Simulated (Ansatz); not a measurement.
# CHF3O3S (triflic acid): SVWN5/6-31G(d) (spherical functions)

What is the energy change on altering one bond length of CHF3O3S (triflic acid) at SVWN5/6-31G* (spherical functions)? 

The calculation is run with Ansatz 0.2.0.

115 further runs of the same task are left out: 1 that didn't finish, 114 set aside as unsound or not needed.

### Step 1. Starting point

CHF3O3S: 9 atoms, total charge 0, spin state singlet. SMILES: `O=S(=O)(O)C(F)(F)F`. The shape is that of a PBE0-D4/def2-TZVP optimisation. This is one conformer, not always the lowest.

Bond lengths: O1–S2 1.422 Å, S2–O3 1.414 Å, S2–O4 1.577 Å, S2–C5 1.848 Å, C5–F6 1.327 Å, C5–F7 1.320 Å, C5–F8 1.319 Å, O4–H9 0.968 Å. Some angles: O1–S2–O3 123.8°, O1–S2–O4 109.3°, O1–S2–C5 106.8°, O3–S2–O4 107.4°, O3–S2–C5 107.2°, O4–S2–C5 99.5°, S2–C5–F6 109.4°, S2–C5–F7 108.8°, S2–C5–F8 110.4°, F6–C5–F7 109.4°.

### Step 2. A single-point energy at SVWN5/6-31G(d) (spherical functions)

Contents of input.yaml:

```yaml
crystal:
  periodic: [false, false, false]
  atoms:
    - {symbol: O, position_ang: [1.462890, -0.581870, 0.985740]}
    - {symbol: S, position_ang: [0.298500, -0.778940, 0.194370]}
    - {symbol: O, position_ang: [0.144480, -1.837650, -0.729970]}
    - {symbol: O, position_ang: [-0.972740, -0.777950, 1.128120]}
    - {symbol: C, position_ang: [0.003130, 0.796730, -0.725230]}
    - {symbol: F, position_ang: [-0.076560, 1.801740, 0.138180]}
    - {symbol: F, position_ang: [1.014380, 1.004120, -1.547510]}
    - {symbol: F, position_ang: [-1.120920, 0.723830, -1.412290]}
    - {symbol: H, position_ang: [-0.753170, -0.350000, 1.968590]}
basis:
  gaussian: {orbitals: 6-31G_st_-spherical.json}
hamiltonian: {xc: {name: SVWN5}}
accuracy: high
output: {orbitals: {seedname: orbitals}}
```

The basis set 6-31G* is read from a file made from the Basis Set Exchange's data (not shown).

Run with:

```
$ ansatz run input.yaml --threads 1 --pin off --max-ram 3480MiB --events-out events.jsonl --progress --plain --runs-dir runs
```

What it wrote:

```text
Warning: RAYON_NUM_THREADS=1 ignored (pool sized by the plan → 1); use --threads N
Functional definition: SVWN5
  name "SVWN5"
  exchange = slater_x
  correlation = vwn5_c
2686 factors; integrals over basis functions are off by at most 6.4e-9 eV
mean field evaluation 1: about -26023.7772 eV, gradient 8.9e1 eV
mean field evaluation 2: about -25961.0535 eV, gradient 2.1e2 eV
mean field evaluation 4: about -26036.2394 eV, gradient 1.7e1 eV
mean field evaluation 8: about -26036.7442 eV, gradient 6.4e-1 eV
mean field evaluation 16: about -26036.7272 eV, gradient 1.1e-3 eV
mean field -26036.72718897 eV, -956.8320758671 hartree, gradient 2.6e-8 eV, S^2 0.000000; 0 other end points of the search recorded, 0 dependent functions left out
reference -26036.72719089 eV, -956.8320759378 hartree; 37, 37 occupied and 81, 81 virtual orbitals, 2686 factors
Total energy: -26036.72719089 eV, -956.8320759378 hartree
```

Run time: 9.6 s. Hardware: 1 thread of Intel Xeon Platinum 8259CL at 2.50GHz (Skylake/Cascade Lake), shared host; peak memory 0.39 GiB.

### Step 3. The distorted shape at the same level

Contents of job.yaml:

```yaml
crystal:
  periodic: [false, false, false]
  atoms:
    - symbol: O
      position_ang: [1.551503, -1.054580, 1.261625]
    - symbol: S
      position_ang: [0.387113, -1.251650, 0.470255]
    - symbol: O
      position_ang: [0.233093, -2.310360, -0.454085]
    - symbol: O
      position_ang: [-0.884127, -1.250660, 1.404005]
    - symbol: C
      position_ang: [0.003130, 0.796730, -0.725230]
    - symbol: F
      position_ang: [-0.076560, 1.801740, 0.138180]
    - symbol: F
      position_ang: [1.014380, 1.004120, -1.547510]
    - symbol: F
      position_ang: [-1.120920, 0.723830, -1.412290]
    - symbol: H
      position_ang: [-0.664557, -0.822710, 2.244475]
basis:
  gaussian:
    orbitals: 6-31G_st_-spherical.json
hamiltonian:
  xc: {name: SVWN5}
accuracy: high
output: {orbitals: {seedname: orbitals}}
```

The basis set 6-31G* is read from a file made from the Basis Set Exchange's data (not shown).

Run with:

```
$ ansatz run job.yaml --threads 1 --pin off --max-ram 3480MiB --events-out events.jsonl --progress --plain --runs-dir runs
```

What it wrote:

```text
Warning: RAYON_NUM_THREADS=1 ignored (pool sized by the plan → 1); use --threads N
[... 4 set-up lines as earlier in the session ...]
2633 factors; integrals over basis functions are off by at most 4.4e-9 eV
mean field evaluation 1: about -26021.8726 eV, gradient 9.0e1 eV
mean field evaluation 2: about -25946.9796 eV, gradient 2.1e2 eV
mean field evaluation 4: about -26034.2890 eV, gradient 2.4e1 eV
mean field evaluation 8: about -26035.5060 eV, gradient 7.8e-1 eV
mean field evaluation 16: about -26035.4879 eV, gradient 2.9e-3 eV
mean field -26035.48791128 eV, -956.7865332520 hartree, gradient 7.5e-8 eV, S^2 0.000000; 0 other end points of the search recorded, 0 dependent functions left out
reference -26035.48791324 eV, -956.7865333242 hartree; 37, 37 occupied and 81, 81 virtual orbitals, 2633 factors
Total energy: -26035.48791324 eV, -956.7865333242 hartree
```

It took 9.3 s on 1 thread of Intel Xeon Platinum 8259CL at 2.50GHz (Skylake/Cascade Lake), shared host; peak memory 0.37 GiB.

### Step 4. Outcome

At SVWN5/6-31G* (spherical functions):

| quantity | value |
| --- | --- |
| first shape: total energy | -956.83208 Eh |
| first shape: HOMO energy | -8.14 eV |
| first shape: LUMO energy | -0.38 eV |
| first shape: HOMO–LUMO gap | 7.76 eV |
| distorted shape: total energy | -956.78653 Eh |
| distorted shape: HOMO energy | -7.12 eV |
| distorted shape: LUMO energy | -3.20 eV |
| distorted shape: HOMO–LUMO gap | 3.92 eV |
| energy change with the S2–C5 bond stretched from 1.848 to 2.403 Å | 1.239 eV |

In words: With the S2–C5 bond stretched from 1.848 to 2.403 Å the energy rises by 1.24 eV (120 kJ/mol). The first shape isn't relaxed at this level, so the change isn't measured from a minimum.
